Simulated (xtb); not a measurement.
# GFN2-xTB run of Si2NH4F (SMILES F[SiH]1N[SiH2]1)

Wanted: a structure relaxation of Si2NH4F. 

The results are computed with xtb 6.7.1 later snapshot.

3 further runs of the same task are left out: 3 set aside as unsound or not needed.

## Step 1: The molecule

The species is Si2NH4F (8 atoms), meant as a singlet with charge 0. SMILES: `F[SiH]1N[SiH2]1`. Geometry: relaxed at GFN2-xTB. The run starts from this shape.

Bond lengths: F1–Si2 1.623 Å, Si2–N3 1.744 Å, Si2–Si4 2.268 Å, N3–Si4 1.743 Å, Si2–H5 1.451 Å, N3–H6 1.009 Å, Si4–H7 1.463 Å, Si4–H8 1.466 Å. Some angles: F1–Si2–N3 113.6°, F1–Si2–Si4 120.4°, N3–Si2–Si4 49.4°, Si2–N3–Si4 81.1°, Si2–Si4–N3 49.4°, F1–Si2–H5 100.7°, N3–Si2–H5 116.1°, Si4–Si2–H5 138.9°, Si2–N3–H6 140.1°, Si4–N3–H6 138.4°.

## Step 2: A structure relaxation at GFN2-xTB

.CHRG reads:

```
0
```

.UHF reads:

```
0
```

mol.xyz reads:

```xyz
8

F     -1.376900     1.955970    -0.273610
Si    -0.189090     0.933920    -0.697110
N      0.597910     0.176850     0.662710
Si    -0.218600    -1.219780     0.013590
H      0.639480     1.805750    -1.508740
H      1.149620     0.420620     1.471400
H      0.674490    -2.257510    -0.502650
H     -1.276900    -1.815820     0.834410
```

The run is started by

```sh
xtb mol.xyz --opt vtight --gfn 2 > run.log
```

What values should one expect? Wanted: total energy at the end; dipole moment; HOMO energy; LUMO energy; HOMO–LUMO gap; dispersion energy; mean polarisability.

Computed results:

At GFN2-xTB:

```
                      quantity          value
       total energy at the end   -13.18861 Eh
                 dipole moment         2.16 D
                   HOMO energy       -9.25 eV
                   LUMO energy       -6.28 eV
                 HOMO–LUMO gap        2.97 eV
             dispersion energy  -12.00 kJ/mol
mean polarisability (D4 model)     64.6 bohr³
```

**Reading.** At the final geometry: Bond lengths: F1–Si2 1.624 Å, Si2–N3 1.744 Å, Si2–Si4 2.269 Å, N3–Si4 1.743 Å, Si2–H5 1.451 Å, N3–H6 1.009 Å, Si4–H7 1.464 Å, Si4–H8 1.466 Å. Some angles: F1–Si2–N3 113.2°, F1–Si2–Si4 120.5°, N3–Si2–Si4 49.4°, Si2–N3–Si4 81.2°, Si2–Si4–N3 49.4°, F1–Si2–H5 100.7°, N3–Si2–H5 116.2°, Si4–Si2–H5 138.8°, Si2–N3–H6 140.0°, Si4–N3–H6 138.5°. The optimisation took 5 steps and changed the energy by -0.000 eV.
